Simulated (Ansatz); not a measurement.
# BGeO (doublet): wave-function methods side by side at a displaced geometry (v1), cc-pVDZ

One table from this session's results is given with a row withheld; the runs are named, their logs left out.

Program: Ansatz 0.2.0, Gaussian basis. Level of theory: cc-pVDZ, core rule «outside noble gas», up to 16 orbitals frozen. These are calculated values, not measurements.

Plan: UHF; CCSD(T) on ROHF; CCSD(T) on UHF; BCCD(T) on ROHF; CISD; CCSDT(Q) on ROHF; CCSDT(Q) on UHF.

26 further runs of the same task are left out: 6 for a known fault of the program, 9 that didn't finish, 11 set aside as unsound or not needed.

## The system

The geometry is a PBE0/def2-TZVP stationary point (not a proven minimum) with its atoms shifted at random (size 0.040 Å). No spin-orbit coupling is included. The filled d shell of Ge may be among the frozen orbitals whatever the setting's name suggests; the logs give the count.

3 atoms, charge 0, spin multiplicity 2.

Atoms are counted from 1 here; the program's logs count them from 0.

Bond lengths: B1–O2 1.271 Å, O2–Ge3 1.785 Å. Angles: B1–O2–Ge3 176.9°.

As a file:

```xyz
3
BGeO
B    -0.0154   -0.0090   -1.4422
O    -0.0163   -0.0252   -0.1708
Ge    0.0317    0.0342    1.6130
```

The first run:

in.yaml reads:

```yaml
crystal:
  periodic: [false, false, false]
  atoms:
    - {symbol: B, position_ang: [-0.015433, -0.009008, -1.442160]}
    - {symbol: O, position_ang: [-0.016266, -0.025151, -0.170813]}
    - {symbol: Ge, position_ang: [0.031698, 0.034159, 1.612973]}
basis:
  gaussian: {orbitals: cc-pVDZ}
magnetization: {spin_polarized: true, initial_magnetization: 1}
hamiltonian: {xc: hf}
output: {orbitals: {seedname: orbitals}}
```

On the command line:

```bash
$ ansatz run in.yaml --threads 1 --pin off --events-out ev --progress --plain --max-ram 2393MiB
```

Steps of the session up to this table: UHF; CCSD(T) on ROHF; CCSD(T) on UHF; BCCD(T) on ROHF; CISD; CCSDT(Q) on ROHF; CCSDT(Q) on UHF.

One of the session's tables, all rows but one given; the rest of the session is left out.

It belongs to the step «Misses and costs». 

| method | from UCCSDT(Q) (kJ/mol) |
| --- | --- |
| ROHF | +879.2 |
| UHF | +869.3 |
| RMP2 | +99.9 |
| UMP2 | +100.3 |
| RCCSD | +31.7 |
| UCCSD | +31.2 |
| RCCSD(T) | +5.0 |
| UCCSD(T) | +4.7 |
| BCCD(T) | +4.3 |
| RCCSDT | +3.1 |
| UCCSDT | ? |
| RCCSDT(Q) | +0.6 |
| UCCSDT(Q) | 0 |

**Question.** Estimate the row for UCCSDT.

The run gave: from UCCSDT(Q) (kJ/mol): +2.8. In the column «from UCCSDT(Q) (kJ/mol)» it lies between RCCSDT(Q) (+0.6) and RCCSDT (+3.1).

Not comparable, so not listed: CISD (they don't share determinant, frozen orbitals or solution with the rows shown, or repeat one).

Limits of these values: Restricted and unrestricted rows rest on different reference determinants; where their highest levels disagree by more than a few hundredths of an eV, they describe different states and don't form one ladder.
